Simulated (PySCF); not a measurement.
# C4H4O2S: the cost of one run

Programs: PySCF 2.14.0, with routines of our own; each step states its level. All values are computed. Atoms count from 0.

## Step 1: The starting structure

11 atoms, charge 0, multiplicity 1; geometry from: PBE/def2-SVP.

## Step 2: Excited-state relaxation: TDA PBE/def2-SVP

Job settings and geometry (Å):

```
{"job": {"kind": "xopt", "state": "S1", "method": "TDA", "freq": false, "xc": "PBE", "basis": "def2-SVP", "grid": 1}, "charge": 0, "multiplicity": 1}
O      2.176880     0.066521     1.320935
S      1.422015    -0.274467     0.095087
O      2.122674    -0.858267    -1.070105
C      0.393260     1.121841    -0.424980
C     -0.909428     0.801217    -0.281393
C     -1.152195    -0.562361     0.248948
C     -0.032003    -1.268877     0.505089
H      0.865885     2.042958    -0.788529
H     -1.739039     1.479080    -0.530881
H     -2.170639    -0.944845     0.410704
H      0.098490    -2.286300     0.894236
```

Method: TDA PBE/def2-SVP excited-state geometry optimisation, gas phase.

Started as:

```sh
$ OMP_NUM_THREADS=1 python excited_run.py task.json out
```

One launch serves the whole session: the jobs run in the order shown.

**Question.** How long does this first job take on 1 thread of Arm Neoverse V1, shared host, and how much memory does it need?

About 2.4 min, with a peak of 0.6 GiB.
